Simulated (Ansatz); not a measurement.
# Cd2Cu: the cost of one run

Computed with Ansatz 0.2.0 (reference: DFT PBE, plane waves, PAW, scalar-relativistic, no spin polarisation, unless a step's input says otherwise).

1 further run of the same task is left out (set aside as unsound or not needed).

### 1 The structure to begin with

It takes space group I4/mmm (No. 139, tetragonal). The conventional cell has a = 3.464 Å, b = 3.464 Å, c = 12.030 Å, α = 90.00°, β = 90.00°, γ = 90.00°. Cu (site symmetry 4/mmm) is surrounded by 8 Cd at 3.12 Å and 4 Cu at 3.46 Å. Cd (site symmetry 4mm) is surrounded by 4 Cu at 3.12 Å and 8 Cd at 3.27 to 3.46 Å.

As a file:

```
Cu Cd
1.0
     0.00000    3.46418    0.00000
     3.46418    0.00000    0.00000
     1.73209    1.73209   -6.01487
Cu Cd
1 2
Direct
  0.00000 0.00000 0.00000
  0.34000 0.34000 0.32000
  0.66000 0.66000 0.68000
```

### 2 The reference run

File input.yaml:

```yaml
crystal:
  lattice:
    - [0.0, 3.464177, 0.0]
    - [3.464177, 0.0, 0.0]
    - [1.732089, 1.732089, -6.014872]
  atoms:
    - { symbol: Cu, position: [0.0, 0.0, 0.0] }
    - { symbol: Cd, position: [0.34, 0.34, 0.32] }
    - { symbol: Cd, position: [0.66, 0.66, 0.68] }
  symmetry: { tolerance: 0.0003 }
kpoints:
  mp_grid: { grid: [5, 5, 5], shift: [0, 0, 0] }
magnetization:
  spin_polarized: false
scf:
  occupations: { method: fermi_dirac, width: 0.0369 }
hamiltonian:
  pseudopotentials: { kind: paw }
  xc: pbe
basis:
  ecutwfc: 420
output:
  forces: true
  stress: true
  eigenvalues: true
```

Started as:

```bash
$ ansatz run input.yaml --threads 1 --pin off --max-ram 2560MiB --backend cpu --events-out ev --progress --plain --runs-dir out
```

Q: Estimate wall time and peak memory on 1 thread of Arm Neoverse V2, shared host.

About 2.2 s, with a peak of 0.33 GiB.
